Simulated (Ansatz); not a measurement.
# Si: a trigonal deformation path

The task here is to estimate one member of a computed series from the others.

Method: DFT r2SCAN, scalar-relativistic, plane waves, PAW, in Ansatz 0.2.0.

1 further run of the same task is left out (set aside as unsound or not needed). Runs told in other sessions of the task aren't counted.

## Starting point

Symmetry: Fd-3m, No. 227, cubic system. Conventional cell: a = 5.444 Å, b = 5.444 Å, c = 5.444 Å, α = 90.00°, β = 90.00°, γ = 90.00°. Si (site symmetry -43m) is surrounded by 4 Si at 2.36 Å.

Structure file:

```cif
data_structure
_symmetry_space_group_name_H-M 'Fd-3m:1'
_symmetry_Int_Tables_number 227
_cell_length_a 5.4442
_cell_length_b 5.4442
_cell_length_c 5.4442
_cell_angle_alpha 90.000
_cell_angle_beta 90.000
_cell_angle_gamma 90.000
_cell_volume 161.36
loop_
_atom_site_label
_atom_site_type_symbol
_atom_site_symmetry_multiplicity
_atom_site_Wyckoff_symbol
_atom_site_fract_x
_atom_site_fract_y
_atom_site_fract_z
_atom_site_occupancy
Si1 Si 8 a 0.50000 0.00000 0.50000 1
```

It is the result of an earlier relaxation at this level (volume 20.17 Å³/atom; gap on the mesh: 0.78 eV).

The first run:

Contents of input.yaml:

```yaml
crystal:
  lattice:
    - [0.0, 2.7221053413, 2.7221053413]
    - [2.7221053413, 0.0, 2.7221053413]
    - [2.7221053413, 2.7221053413, 0.0]
  atoms:
    - { symbol: Si, position: [0.5, 0.5, 0.5] }
    - { symbol: Si, position: [0.75, 0.75, 0.75] }
basis:
  ecutwfc: 500
kpoints:
  mp_grid: { grid: [10, 10, 10] }
hamiltonian:
  xc: r2scan
scf:
  occupations: { method: gaussian, width: 0.05 }
output:
  forces: true
  stress: true
  eigenvalues: true
```

Command:

```
$ ansatz run input.yaml --threads 1 --pin off --max-ram 2560MiB --backend cpu --events-out ev --progress --plain --runs-dir out
```

Among the steps run: Zero of the scan; At ρ = 0.500; ρ = 2.000; ρ = 0.710; ρ = 1.410; Point ρ = 0.600; At ρ = 0.850; Point ρ = 1.200; Point ρ = 1.700; At ρ = 0.930; Point ρ = 1.080.

One of the session's tables, all rows but one given; the rest of the session is left out.

It belongs to the step «The scan collected». Collected from the runs (energy zero: the undisturbed cell):

```
    ρ  ΔE (meV/atom)  pressure (GPa)  gap on the mesh (eV)
0.500         6737.3            82.7                  0.00
0.600         3347.2            44.4                  0.00
0.710         1376.5            19.6                  0.00
0.850              ?               ?                     ?
0.930           50.3             0.7                  0.59
1.000            0.0             0.0                  0.78
1.080           50.2             0.7                  0.55
1.200          259.6             3.6                  0.00
1.410          731.8            10.4                  0.00
1.700         1237.9            17.0                  0.00
2.000         1565.7            20.8                  0.00
```

Estimate the missing values for ρ = 0.850.

Worked estimate for «ΔE (meV/atom)». A straight line through the neighbours (0.710, 1376.5) and (0.930, 50.3) gives 1376.5 + (50.3 − 1376.5) × (0.850 − 0.710) / (0.930 − 0.710) = 532.6; a parabola fitted to 4 rows on both sides gives 153.9.

**Answer.** ΔE (meV/atom): 271.1; pressure (GPa): 3.9; gap on the mesh (eV): 0.31. In «ΔE (meV/atom)» the line misses by +261.5 and the parabola by -117.2.

Where the gap reads zero, the mesh chosen for the insulator is on the coarse side.
